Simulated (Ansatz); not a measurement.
**CH5FOSSi2: up Jacob's ladder to CCSD(T)**

An exercise on one series of results from a longer session: the logs are not shown, and one member is left open.

The runs use Ansatz 0.2.0, Gaussian basis; functionals in def2-TZVPP, the program's frozen cores in correlated methods.

Plan: PBE-D4, r2SCAN-D4, PBE0-D4, B3LYP-D4, ωB97X-V, ωB97M-V, B2PLYP; CCSD(T)/def2-TZVPP; MP2/def2-QZVPP; extrapolation to the limit.

**The relaxed structure**

The geometry comes from an earlier relaxation with PBE0-D4 in a triple-zeta def2 set; it is a stationary point, not always the lowest conformer.

SMILES `FC1O[SiH2]S[SiH2]1`, 11 atoms, charge 0, spin multiplicity 1.

Atoms are counted from 1 here; the program's logs count them from 0.

Bond lengths: F1–C2 1.387 Å, C2–O3 1.383 Å, C2–Si6 1.926 Å, C2–H7 1.094 Å, O3–Si4 1.661 Å, Si4–S5 2.141 Å, Si4–H8 1.479 Å, Si4–H9 1.480 Å, S5–Si6 2.134 Å, Si6–H10 1.481 Å, Si6–H11 1.485 Å. Angles: F1–C2–O3 109.4°, F1–C2–Si6 109.1°, F1–C2–H7 106.6°, O3–C2–Si6 109.1°, O3–C2–H7 107.8°, Si6–C2–H7 114.6°, C2–O3–Si4 120.8°, O3–Si4–S5 105.8°, O3–Si4–H8 107.0°, O3–Si4–H9 111.6°, S5–Si4–H8 112.1°, S5–Si4–H9 109.9°, H8–Si4–H9 110.4°, Si4–S5–Si6 91.8°, C2–Si6–S5 101.8°, C2–Si6–H10 112.4°, C2–Si6–H11 109.7°, S5–Si6–H10 110.9° and more.

The first run:

in.yaml reads:

```yaml
crystal:
  periodic: [false, false, false]
  atoms:
    - {symbol: F, position_ang: [1.735331, 0.336548, 1.135993]}
    - {symbol: C, position_ang: [1.066455, -0.509982, 0.264746]}
    - {symbol: O, position_ang: [-0.080009, -0.985213, 0.874183]}
    - {symbol: Si, position_ang: [-1.468005, -0.073030, 0.905142]}
    - {symbol: S, position_ang: [-1.342244, 1.235132, -0.785282]}
    - {symbol: Si, position_ang: [0.578331, 0.471831, -1.318911]}
    - {symbol: H, position_ang: [1.728925, -1.362596, 0.086550]}
    - {symbol: H, position_ang: [-2.606000, -1.011439, 0.798794]}
    - {symbol: H, position_ang: [-1.570194, 0.721116, 2.149970]}
    - {symbol: H, position_ang: [1.521602, 1.575128, -1.613310]}
    - {symbol: H, position_ang: [0.501109, -0.454494, -2.477276]}
basis:
  gaussian: {orbitals: def2-TZVPP}
hamiltonian: {xc: pbe, dispersion: d4}
output: {forces: true, orbitals: {seedname: orbitals}}
```

Command:

```console
$ ansatz run in.yaml --threads 4 --pin off --events-out ev --progress --plain --max-ram 10444MiB
```

Among the steps run: PBE-D4 (GGA); r2SCAN-D4 (meta-GGA); PBE0-D4 (hybrid); B3LYP-D4 (hybrid); ωB97X-V (range-separated); ωB97M-V (range-separated); B2PLYP (double hybrid); CCSD(T) in def2-TZVPP; MP2 in def2-QZVPP.

One table of the session follows, with a row left open; its other results are not shown here.

```
            method  atomisation energy (kcal/mol)
            PBE-D4                          959.5
         r2SCAN-D4                          949.4
           PBE0-D4                          941.8
          B3LYP-D4                          939.0
           ωB97X-V                          953.8
           ωB97M-V                              ?
            B2PLYP                          928.8
     HF/def2-TZVPP                          674.7
    MP2/def2-TZVPP                          937.4
   CCSD/def2-TZVPP                          899.3
CCSD(T)/def2-TZVPP                          915.9
           MP2/CBS                          968.0
       CCSD(T)/CBS                          946.4
```

Estimate the missing values for ωB97M-V.

The run gave: atomisation energy (kcal/mol): 949.9. In the column «atomisation energy (kcal/mol)» it lies between r2SCAN-D4 (949.4) and ωB97X-V (953.8).

Limits of these values: Free atoms (1 F, 1 C, 1 O, 2 Si, 1 S, 5 H) were run apart at each level; the atomisation energy is their sum less the molecule, without zero-point or spin-orbit terms.
